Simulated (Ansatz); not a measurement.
# Cl4FH3OW: the cost of one run

Method: RKS PBE/def2-SVP, in Ansatz 0.2.0.

### Step 1. The starting structure

Bond lengths: W1–O2 2.290 Å, O2–H3 1.010 Å, W1–Cl4 2.390 Å, W1–Cl5 2.390 Å, W1–Cl6 2.390 Å, W1–Cl7 2.390 Å, W1–H8 1.720 Å, W1–F9 2.150 Å, Cl4–F9 1.892 Å, Cl5–F9 1.816 Å, W1–H10 2.248 Å. Angles (14 of 34 angles, heavy atoms first): O2–W1–Cl4 90.0°, O2–W1–Cl5 90.0°, O2–W1–Cl6 90.0°, O2–W1–Cl7 90.0°, O2–W1–F9 71.6°, Cl4–W1–Cl5 90.0°, Cl4–W1–Cl6 180.0°, Cl4–W1–Cl7 90.0°, Cl4–W1–F9 48.9°, Cl5–W1–Cl6 90.0°, Cl5–W1–Cl7 180.0°, Cl5–W1–F9 46.8°, Cl6–W1–Cl7 90.0°, Cl6–W1–F9 131.1°.

As a file:

```xyz
10

W     0.0000    0.0000    0.0000
O     0.0000    0.0000    2.2900
H    -0.9095   -0.2814    2.6271
Cl    2.3900    0.0000    0.0000
Cl    0.0000    2.3900    0.0000
Cl   -2.3900    0.0000    0.0000
Cl    0.0000   -2.3900    0.0000
H     0.0000    0.0000   -1.7200
F     1.4129    1.4719    0.6779
H     0.9245    0.9631    1.8084
```

### Step 2. A restrained relaxation towards end A

Springs on the bonds that form and break draw the guess towards this end; the thresholds are loose.

input.yaml reads:

```yaml
crystal:
  periodic: [false, false, false]
  atoms:
    - { symbol: W, position_ang: [0.0, 0.0, 0.0] }
    - { symbol: O, position_ang: [0.0, 0.0, 2.29] }
    - { symbol: H, position_ang: [-0.9095, -0.2814, 2.6271] }
    - { symbol: Cl, position_ang: [2.39, 0.0, 0.0] }
    - { symbol: Cl, position_ang: [0.0, 2.39, 0.0] }
    - { symbol: Cl, position_ang: [-2.39, 0.0, 0.0] }
    - { symbol: Cl, position_ang: [0.0, -2.39, 0.0] }
    - { symbol: H, position_ang: [0.0, 0.0, -1.72] }
    - { symbol: F, position_ang: [1.4129, 1.4719, 0.6779] }
    - { symbol: H, position_ang: [0.9245, 0.9631, 1.8084] }
basis:
  gaussian: { orbitals: def2-SVP }
hamiltonian:
  xc: pbe
relax:
  f_tol: 0.15
  max_steps: 25
  restrain:
    - { distance: [0, 8], at: 3.05, k: 30.0 }
    - { distance: [9, 1], at: 2.21, k: 30.0 }
    - { distance: [0, 1], at: 1.94, k: 30.0 }
    - { distance: [9, 8], at: 0.92, k: 30.0 }
output:
  orbitals: {}
```

Launch:

```console
$ ansatz run input.yaml --threads 4 --pin off --max-ram 5120MiB --backend cpu --events-out ev --progress --plain --runs-dir out
```

Q: Estimate wall time and peak memory on 4 threads of Arm Neoverse V2, shared host.

About 42 s, with a peak of 0.26 GiB.
